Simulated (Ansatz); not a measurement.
**AsHS (singlet): relaxing a cheap start**

Where does this start of AsHS (singlet) end when it is relaxed?

Method: RKS PBE0/def2-TZVP; program: Ansatz 0.2.0, Gaussian basis.

## 1. The system as given

3 atoms, charge 0, spin multiplicity 1.

Atoms are counted from 1 here; the program's logs count them from 0.

Bond lengths: S1–As2 2.040 Å, As2–H3 1.539 Å. Angles: S1–As2–H3 99.9°.

The start was built by rule and, where that kept it together, relaxed with GFN2-xTB. Sticks and bond lists go by distance. No spin-orbit coupling is included. 

## 2. Relaxation

Input file in.yaml:

```yaml
crystal:
  periodic: [false, false, false]
  atoms:
    - {symbol: S, position_ang: [-1.413740, 0.254782, -0.003288]}
    - {symbol: As, position_ang: [0.589820, -0.126711, 0.001441]}
    - {symbol: H, position_ang: [1.132321, 1.313343, -0.002512]}
basis:
  gaussian: {orbitals: def2-TZVP}
hamiltonian: {xc: pbe0}
relax: {f_tol: 0.004, max_steps: 80}
```

Run with:

```bash
ansatz run in.yaml --threads 1 --pin off --events-out ev --progress --plain --max-ram 2176MiB
```

What does the calculation give? Wanted: energy gained; shift from the start; total energy; dipole moment.

The runs gave:

```
                  quantity           value
                     steps               4
             energy gained        0.001 eV
shift from the start (rms)         0.008 Å
              total energy  -71681.7428 eV
             dipole moment          1.84 D
```

**Reading.** The bonds of the start are those of the end. As2–H3 went from 1.539 to 1.549 Å. No vibrations were run, so this is a stationary point, not a proven minimum, and this spin need not be the ground state's.
